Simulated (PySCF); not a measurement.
# Ho2O2F2: other functionals and bases at one geometry

The task here is to estimate one member of a computed series from the others.

Program: PySCF 2.14.0. Level of theory: several levels, as the steps say, no spin–orbit coupling. These are calculated values, not measurements.

6 further runs of the same task are left out: 2 for a known fault of the program, 4 that didn't finish.

### Where the work starts

6 atoms, charge 0, spin multiplicity 1.

Bond lengths: Ho1–Ho2 3.131 Å, Ho1–O3 2.060 Å, Ho1–O4 2.060 Å, Ho1–F5 2.030 Å, Ho2–O3 2.060 Å, Ho2–O4 2.060 Å, Ho2–F6 2.030 Å. Angles: Ho2–Ho1–O3 40.5°, Ho2–Ho1–O4 40.5°, Ho2–Ho1–F5 123.0°, O3–Ho1–O4 81.1°, O3–Ho1–F5 114.5°, O4–Ho1–F5 114.5°, Ho1–Ho2–O3 40.5°, Ho1–Ho2–O4 40.5°, Ho1–Ho2–F6 123.0°, O3–Ho2–O4 81.1°, O3–Ho2–F6 114.5°, O4–Ho2–F6 114.5°, Ho1–O3–Ho2 98.9°, Ho1–O4–Ho2 98.9°.

As a file:

```
Ho    0.0000    0.6356    1.4308
Ho    0.0000   -0.6356   -1.4308
O     1.3395    0.0000    0.0000
O    -1.3395    0.0000    0.0000
F     0.0000   -0.4701    3.1335
F     0.0000    0.4701   -3.1335
```

Formal oxidation states: Ho +3. Each metal's 10 4f electrons lie in its core potential, so multiplicities, spins and levels count the valence alone. An earlier session relaxed this geometry at B3LYP, Ho lcecp-1-SVP with ECP56, O def2-SVP, F def2-SVP (singlet, point group C2h).

At B3LYP on the finer grid: E = -425.594180 Eh, HOMO -7.16 eV, LUMO -2.28 eV, Mulliken charge on Ho1 +1.07 e, largest force component 0.008 eV/Å. 

Levels to run: BLYP; BP86; TPSS; r2SCAN. Hardware: 2 threads of Arm Neoverse V2, shared host.

Set-up of the first run:

run.py (the lines that set the calculation)

```python
mol = gto.M(atom='''
Ho     0.00000     0.63558     1.43080
Ho     0.00000    -0.63558    -1.43080
O      1.33952     0.00000     0.00000
O     -1.33952     0.00000     0.00000
F      0.00000    -0.47013     3.13346
F      0.00000     0.47013    -3.13346''',
    basis={'Ho': 'lcecp-1-SVP', 'O': 'def2-SVP', 'F': 'def2-SVP'},
    ecp={'Ho': 'lcecp-1-SVP'},
    charge=0, spin=0)
mf = dft.RKS(mol, xc='BLYP')
mf.grids.atom_grid = (75, 302)  # f atoms: unpruned, at least (60, 302)
mf = mf.density_fit()  # fitting sets: Ho AutoAux, O def2-universal-JKFIT, F def2-universal-JKFIT
mf.conv_tol = 1e-08; mf.max_cycle = 55
mf.kernel(dm0)  # dm0: the density of the relaxed state
```

On the command line:

```console
OMP_NUM_THREADS=2 python run.py
```

Steps of the session up to this table: BLYP; BP86; TPSS; r2SCAN.

One table of the session follows, with a row left open; its other results are not shown here.

| level | HOMO (eV) | gap (eV) | charge on Ho1 (e) | largest force component (eV/Å) |
| --- | --- | --- | --- | --- |
| B3LYP (relaxed here) | -7.16 | 4.88 | 1.07 | 0.01 |
| BLYP | -5.88 | 3.25 | 0.92 | 0.40 |
| BP86 | -6.10 | 3.61 | 0.95 | 0.10 |
| TPSS | ? | ? | ? | ? |
| r2SCAN | -6.22 | 4.12 | 1.09 | 0.12 |

**Question.** Estimate the row for TPSS.

**Answer.** HOMO (eV): -5.97; gap (eV): 3.61; charge on Ho1 (e): 1.02; largest force component (eV/Å): 0.13. In the column «HOMO (eV)» it lies between BP86 (-6.10) and BLYP (-5.88).

In one basis the HOMO–LUMO gap runs from 3.25 eV (BLYP) to 4.88 eV (B3LYP). The largest leftover force, 0.40 eV/Å with BLYP, stands at a geometry relaxed at another level. With 4f in the core, its levels are missing from HOMO and gap, and its count is fixed, so no charge can pass from the ligands into it. Total energies of different levels can't be compared.
